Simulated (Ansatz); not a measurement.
# CH7Al2BOSi: up Jacob's ladder to CCSD(T)

Aim: compute CH7Al2BOSi with functionals from several rungs and with coupled cluster, and see how far each lands from CCSD(T) at the basis-set limit for the atomisation energy.

Program: Ansatz 0.2.0, Gaussian basis. Level of theory: functionals in def2-TZVPP, the program's frozen cores in correlated methods. These are calculated values, not measurements.

Plan: LDA (SPW92), PBE-D4, revPBE-D4, BLYP-D4, r2SCAN-D4, B97M-V, PBE0-D4, B3LYP-D4, r2SCANh-D4, r2SCAN0-D4, HSE06-D4, BHLYP-D4, CAM-B3LYP-D4, LC-ωPBE, ωB97X-V, ωB97M-V, B2PLYP, PBE-QIDH; CCSD(T)/def2-SVP; CCSD(T)/def2-TZVPP; MP2/def2-QZVPP; extrapolation to the limit; RPA on PBE.

### Step 1. Structure used throughout

All runs share one geometry, relaxed beforehand with PBE0-D4 in a triple-zeta def2 set.

13 atoms, charge 0, spin multiplicity 1.

Atoms are counted from 1 here; the program's logs count them from 0.

Bond lengths: B1–C2 1.472 Å, B1–Al5 2.240 Å, B1–H7 1.194 Å, B1–H8 1.258 Å, C2–Si3 1.887 Å, C2–Al5 2.134 Å, C2–H9 1.088 Å, Si3–O4 1.653 Å, Si3–H10 1.487 Å, Si3–H11 1.486 Å, O4–Al5 1.735 Å, Al5–Al6 2.578 Å, Al5–H8 1.974 Å, Al6–H12 1.590 Å, Al6–H13 1.590 Å. Angles: C2–B1–Al5 66.5°, C2–B1–H7 129.7°, C2–B1–H8 116.5°, Al5–B1–H7 136.3°, Al5–B1–H8 61.4°, H7–B1–H8 112.9°, B1–C2–Si3 122.8°, B1–C2–Al5 74.3°, B1–C2–H9 117.5°, Si3–C2–Al5 77.7°, Si3–C2–H9 117.8°, Al5–C2–H9 134.5°, C2–Si3–O4 98.2°, C2–Si3–H10 110.9°, C2–Si3–H11 114.1°, O4–Si3–H10 112.9° and more.

### Step 2. LDA

This LDA is Slater exchange with PW92 correlation.

The input, in.yaml:

```yaml
crystal:
  periodic: [false, false, false]
  atoms:
    - {symbol: B, position_ang: [-1.338745, 0.956129, -0.481237]}
    - {symbol: C, position_ang: [0.070094, 1.381127, -0.521253]}
    - {symbol: Si, position_ang: [1.365876, 0.524456, -1.591920]}
    - {symbol: O, position_ang: [1.199947, -1.004055, -0.984718]}
    - {symbol: Al, position_ang: [0.084597, -0.596623, 0.279791]}
    - {symbol: Al, position_ang: [-0.424276, -1.932294, 2.425243]}
    - {symbol: H, position_ang: [-2.296506, 1.530279, -0.059382]}
    - {symbol: H, position_ang: [-1.568016, -0.252547, -0.743854]}
    - {symbol: H, position_ang: [0.309392, 2.366152, -0.126431]}
    - {symbol: H, position_ang: [2.716726, 1.098543, -1.352601]}
    - {symbol: H, position_ang: [1.083059, 0.582056, -3.050037]}
    - {symbol: H, position_ang: [-1.678052, -2.906709, 2.508032]}
    - {symbol: H, position_ang: [0.496409, -1.781313, 3.713168]}
basis:
  gaussian: {orbitals: def2-TZVPP}
hamiltonian: {xc: lda}
output: {orbitals: {seedname: orbitals}}
```

Run with:

```sh
ansatz run in.yaml --threads 4 --pin off --events-out ev --progress --plain --max-ram 10444MiB
```

Further steps of the session: PBE-D4 (GGA); revPBE-D4 (GGA); BLYP-D4 (GGA); r2SCAN-D4 (meta-GGA); B97M-V (meta-GGA); PBE0-D4 (hybrid); B3LYP-D4 (hybrid); r2SCANh-D4 (hybrid); r2SCAN0-D4 (hybrid); HSE06-D4 (hybrid); BHLYP-D4 (hybrid); CAM-B3LYP-D4 (range-separated); LC-ωPBE (range-separated); ωB97X-V (range-separated); ωB97M-V (range-separated); B2PLYP (double hybrid); PBE-QIDH (double hybrid); CCSD(T) in def2-SVP; CCSD(T) in def2-TZVPP; MP2 in def2-QZVPP; RPA on PBE orbitals.

Before running them: what should the planned runs give, taken together? Wanted: atomisation energy, CCSD(T)/CBS; farthest beyond LDA; mean size of error, GGA; mean size of error, meta-GGA; mean size of error, hybrid; mean size of error, range-separated; mean size of error, double hybrid; gap, smallest and largest; T1 diagnostic.

As calculated:

| quantity | value |
| --- | --- |
| atomisation energy, CCSD(T)/CBS | 1061.6 kcal/mol |
| functionals within 5.3 kcal/mol (0.5 %) | PBE-D4, r2SCANh-D4, HSE06-D4, CAM-B3LYP-D4, LC-ωPBE, ωB97X-V, ωB97M-V |
| farthest beyond LDA | BHLYP-D4 (-24.8 kcal/mol) |
| mean size of error, GGA | 12.5 kcal/mol |
| mean size of error, meta-GGA | 9.5 kcal/mol |
| mean size of error, hybrid | 8.3 kcal/mol |
| mean size of error, range-separated | 2.4 kcal/mol |
| mean size of error, double hybrid | 11.1 kcal/mol |
| gap, smallest and largest | 2.71 eV (LDA (SPW92)), 9.06 eV (LC-ωPBE) |
| T1 diagnostic | 0.0139 |
| triples share of the correlation energy | 4.0 % |

LDA overbinds by 127.8 kcal/mol (12 %). PBE-D4 misses by +3.9 kcal/mol. Double hybrids carry the basis error of their MP2 part in triple zeta, and no dispersion term here, so their miss is partly the set-up's. By mean error the best rung here is range-separated (2.4 kcal/mol) and the worst beyond LDA is GGA (12.5 kcal/mol). double hybrid functionals lie within the reference's doubt of that worst mean (11.1 kcal/mol), so those two tie. The reference freezes the cores and leaves out relativity and excitations past (T), so misses under about 5.3 kcal/mol can't be ranked. Hartree-Fock recovers 75 % of the binding; the rest is correlation. CCSD(T) in def2-SVP is off by -65.2 kcal/mol, so the small basis spoils what the method gains. Orbital gaps span 2.7 to 9.1 eV; exact exchange widens them.
